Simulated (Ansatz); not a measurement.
# CH2W: the cost of one run

Program: Ansatz 0.2.0, Gaussian basis. Level of theory: the settings change from run to run. These are calculated values, not measurements.

14 further runs of the same task are left out: 4 that didn't finish, 10 set aside as unsound or not needed. Runs told in other sessions of the task aren't counted.

## Step 1: The system

The geometry is a PBE0/def2-TZVP stationary point (not a proven minimum) of the parent state, kept for this charge and spin. No spin-orbit coupling is included. Elements past krypton take def2 core potentials.

4 atoms, charge 1, spin multiplicity 4.

Atoms are counted from 1 here; the program's logs count them from 0.

Bond lengths: W1–C2 2.012 Å, C2–H3 1.094 Å, C2–H4 1.094 Å. Angles: W1–C2–H3 123.0°, W1–C2–H4 123.0°, H3–C2–H4 114.0°.

Geometry (Å):

```xyz
4
CH2W
W     0.0000    0.0000    0.1487
C     0.0000    0.0000   -1.8633
H     0.0000   -0.9176   -2.4588
H     0.0000    0.9176   -2.4588
```

## Step 2: BCCD on UHF/def2-SVP

File in.yaml:

```yaml
crystal:
  periodic: [false, false, false]
  atoms:
    - {symbol: W, position_ang: [0.000000, 0.000000, 0.148696]}
    - {symbol: C, position_ang: [0.000000, 0.000000, -1.863310]}
    - {symbol: H, position_ang: [0.000000, -0.917554, -2.458762]}
    - {symbol: H, position_ang: [0.000000, 0.917554, -2.458762]}
basis:
  gaussian: {orbitals: def2-SVP}
total_charge: 1
magnetization: {spin_polarized: true, initial_magnetization: 3}
hamiltonian: {pseudopotentials: {relativity: none}}
correlation: {method: bccd, electrons: outside_noble_gas, diis_vectors: 2}
scf: {omitted_lower_state_checks: [cluster_reference]}
output: {forces: true}
```

Started as:

```bash
$ ansatz run in.yaml --threads 1 --pin off --events-out ev --progress --plain --max-ram 2393MiB
```

**Question.** How long does this run take on 1 thread of Intel Xeon at 2.60GHz, shared host, and how much memory does it need?

About 23 s, with a peak of 0.31 GiB.
